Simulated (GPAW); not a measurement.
PtSe, 2 atoms in the cell. The structure is cubic, space group Fm-3m (No. 225). Conventional cell: a = 5.597 Å, b = 5.597 Å, c = 5.597 Å, α = 90.00°, β = 90.00°, γ = 90.00°. Pt (site symmetry m-3m) has 6 Se at 2.80 Å as nearest neighbours. Around Se (site symmetry m-3m) lie 6 Pt at 2.80 Å. The cell comes from a database or a generator and needn't be the stable form of this composition.

```yaml
Program: GPAW 26.7.0
Task: single point
Functional: LDA
Potentials_or_basis: the program's PAW data sets (release 1.2.1) made for this functional
Cutoff: 600 eV
Basis: pw
k_mesh: 6 × 6 × 6
Occupations: gaussian, width 0.05 eV
Spin: collinear spin, zero start
Starting_moments: "[0.0, 0.0] μB"
Fixed_moment: 0 μB
Hubbard_terms: Pt d U = 2 eV
Maxiter: 150
```

Potentials or basis: the program's PAW data sets (release 1.2.1) made for this functional, pw.

Command:

```bash
$ OMP_NUM_THREADS=1 python run.py
```

Hardware: 1 thread of Intel(R) Xeon(R) Platinum 8259CL CPU @ 2.50GHz (Skylake/Cascade Lake), on a shared host.

**Question.** How long does it take, and how much memory?

**Answer.** Wall time 24 s on 1 thread of Intel(R) Xeon(R) Platinum 8259CL CPU @ 2.50GHz (Skylake/Cascade Lake), on a shared host, peak memory 0.17 GiB. Counts: scf iterations 9, plane waves 1484, bands 22, k points 16.
